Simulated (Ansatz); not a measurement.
C2H8GeO, SMILES C[CH](O)[GeH3], a ladder of methods at one geometry

Computed with the Python package of Ansatz (0.2.0).

`c2h8geo_methods.py`
```python
"""One geometry of C2H8GeO, method by method."""

from pathlib import Path

import ansatz as az
import numpy as np


def main() -> None:
    geometry = (
        az.Crystal.molecule()
        .atom("C", (-0.9075, 0.9597, 0.0326))
        .atom("C", (-0.1617, -0.2081, 0.4983))
        .atom("O", (0.658, 0.162, 1.539))
        .atom("Ge", (0.9963, -0.8968, -0.9671))
        .atom("H", (-1.6171, 0.7085, -0.8398))
        .atom("H", (-1.5876, 1.4075, 0.8469))
        .atom("H", (-0.2434, 1.8139, -0.3108))
        .atom("H", (-0.8181, -0.9918, 0.8187))
        .atom("H", (0.1253, 0.2588, 2.4042))
        .atom("H", (1.9085, 0.1887, -1.4249))
        .atom("H", (-0.015, -1.3253, -2.112))
        .atom("H", (1.7394, -2.1322, -0.451))
    )

    setup = geometry.calculation().basis(gaussian="def2-SVP")

    print("functional    E (Ha)        dipole (D)   HOMO (eV)  LUMO (eV)")
    for name in ["revpbe", "pbe0", "b3lyp", "r2scan", "hf"]:
        r = setup.functional(name).forces().orbitals().run(threads=1, runs_dir="runs").report
        lines = Path(r["orbitals_path"]).read_text().splitlines()
        field_of = lambda key: [line.split("=")[1].strip() for line in lines if line.startswith(key)]
        orbitals = [(27.211386 * float(e), s, float(n)) for e, s, n in zip(field_of("Ene="), field_of("Spin="), field_of("Occup="))]
        homo = max(e for e, _, n in orbitals if n > 0.5)
        lumo = min(e for e, _, n in orbitals if n < 0.5)
        dipole = 4.803205 * np.linalg.norm(r["charge_distribution"]["dipole_moment_e_ang"])
        print(f"{name:10s} {r['free_energy_ev'] / 27.211386246:14.6f} {dipole:9.3f} {homo:11.3f} {lumo:10.3f}")


if __name__ == "__main__":
    main()
```

`python c2h8geo_methods.py` gives:
```text
functional    E (Ha)        dipole (D)   HOMO (eV)  LUMO (eV)
revpbe       -2232.624463     1.592      -5.797      0.140
pbe0         -2232.396393     1.637      -7.419      0.949
b3lyp        -2232.885915     1.604      -7.154      0.635
r2scan       -2232.739910     1.642      -6.225      0.523
hf           -2230.201213     1.648     -10.635      4.039
```

Reading the output:
- Total energies depend on the basis set; only differences at equal settings carry meaning.
- The geometry is a force-field or estimated start, not a minimum of this method, and the basis set is short of its limit. A lower total doesn't mark the better method: functionals have no common bound, and MP2 and coupled cluster aren't variational.
- b3lyp holds the VWN-RPA fit, as in Gaussian; the form of ORCA and Turbomole is b3lyp5.
- Levels such as HOMO and LUMO are orbital energies: with these approximate functionals they aren't the ionisation energy and electron affinity, and their gap isn't the fundamental gap.
- Wall time of the script: 21 s on 1 thread of Arm Neoverse V2, with other jobs on the host, peak memory 0.33 GiB.
